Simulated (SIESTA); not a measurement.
TaAs:

```
Ta As
1.0
    -1.72181    1.72181    5.86794
     1.72181   -1.72181    5.86794
     1.72181    1.72181   -5.86794
Ta As
2 2
Direct
  0.49997 0.49997 0.00000
  0.24997 0.74997 0.50000
  0.08263 0.08263 0.00000
  0.83263 0.33263 0.50000
```

The cell is a database's computed one.

Base run:

* Program: SIESTA 5.4.2
* Functional: PBEsol
* Potentials or basis: PseudoDojo 0.4 standard (PBEsol files)
* Basis: DZP (energy shift 0.003 Ry; two zetas on semicore shells)
* Grid cutoff: 800 Ry
* Energy shift: 0.003 Ry
* k mesh: 8 × 8 × 8
* Occupations: fermi-dirac, width 0.05 eV
* Spin: no spin polarisation
* Hubbard terms: Ta d U = 6 eV

Its results: band gap on the k mesh 0.06 eV, indirect (least direct gap 0.15 eV); pressure 3.2 GPa; largest force 0.091 eV/Å.

Problem. After a change of settings the same cell gave: band gap on the k mesh none (metal or under the smearing width); pressure -0.1 GPa; largest force 0.061 eV/Å. Which change was it?
A. hubbard terms from Ta d U = 6 eV to Ta d U = 4 eV
B. hubbard terms from Ta d U = 6 eV to none
C. hubbard terms from Ta d U = 6 eV to Ta d U = 2 eV

Solution. C.

Caveats: short orbitals over semicore shells can move pressures by several GPa; the basis of atomic orbitals isn't converged, which shifts pressures, moduli and gaps; the U is typed as a test and isn't derived for this compound; spin-orbit coupling is left out, which moves the levels of the heavy elements (some runs); U without spin polarisation on a metal has little footing (some runs).
